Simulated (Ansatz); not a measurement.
# Cl: the cost of one run

Method: DFT PBE+D3(BJ), plane waves, PAW, scalar-relativistic, no spin polarisation, in Ansatz 0.2.0.

### 1 The system as given

The cell holds 16 atoms (Cl16): a = 8.707 Å, b = 8.707 Å, c = 8.707 Å, α = 90.00°, β = 90.00°, γ = 90.00°.

Coordinates:

```
CELL_PARAMETERS angstrom
8.70659 0.00000 0.00000
0.00000 8.70659 0.00000
0.00000 0.00000 8.70659
ATOMIC_POSITIONS crystal
Cl 0.53337 0.98056 0.33155
Cl 0.42358 0.16568 0.41664
Cl 0.69427 0.74725 0.97093
Cl 0.68288 0.73715 0.73999
Cl 0.06907 0.66692 0.44690
Cl 0.01027 0.63855 0.22486
Cl 0.06375 0.34327 0.59723
Cl 0.02312 0.34386 0.82508
Cl 0.33160 0.56110 0.84319
Cl 0.39322 0.47747 0.05002
Cl 0.07332 0.06274 0.30916
Cl 0.01307 0.02184 0.08947
Cl 0.65353 0.17702 0.81916
Cl 0.44946 0.06789 0.81599
Cl 0.45081 0.47352 0.41790
Cl 0.67370 0.41426 0.39864
```

### 2 Relaxing the start

Input file input.yaml:

```yaml
crystal:
  lattice:
    - [8.706588, 0.0, 0.0]
    - [0.0, 8.706588, 0.0]
    - [0.0, 0.0, 8.706588]
  atoms:
    - { symbol: Cl, position: [0.5333676, -0.0194449, 0.3315539] }
    - { symbol: Cl, position: [0.423582, 0.1656839, 0.416645] }
    - { symbol: Cl, position: [0.6942707, 0.7472514, 0.9709344] }
    - { symbol: Cl, position: [0.6828788, 0.7371542, 0.7399922] }
    - { symbol: Cl, position: [0.0690697, 0.6669223, 0.4469034] }
    - { symbol: Cl, position: [0.0102715, 0.6385451, 0.2248595] }
    - { symbol: Cl, position: [0.0637524, 0.3432702, 0.5972303] }
    - { symbol: Cl, position: [0.023115, 0.343855, 0.8250774] }
    - { symbol: Cl, position: [0.3316043, 0.5610964, 0.8431922] }
    - { symbol: Cl, position: [0.3932196, 0.4774711, 1.0500168] }
    - { symbol: Cl, position: [0.0733241, 0.0627374, 0.309157] }
    - { symbol: Cl, position: [0.0130725, 0.0218381, 0.0894685] }
    - { symbol: Cl, position: [0.6535284, 0.1770219, 0.8191578] }
    - { symbol: Cl, position: [0.4494558, 0.0678874, 0.8159854] }
    - { symbol: Cl, position: [0.4508065, 0.4735229, 0.4178965] }
    - { symbol: Cl, position: [0.6737023, 0.4142553, 0.3986383] }
basis:
  ecutwfc: 420.0
kpoints:
  mp_grid: { grid: [1, 1, 1] }
hamiltonian:
  xc: pbe
  dispersion: d3bj
scf:
  occupations: { method: fermi_dirac, width: 0.02 }
  lower_state_search: "off"
relax:
  f_tol: 0.3
  max_steps: 15
  adjacent_minimum: "off"
```

Command:

```console
> ansatz run input.yaml --threads 1 --pin off --max-ram 3072MiB --backend cpu --events-out ev --progress --plain --runs-dir out
```

Q: Estimate wall time and peak memory on 1 thread of Arm Neoverse V2, shared host.

About 32 s, with a peak of 0.43 GiB.
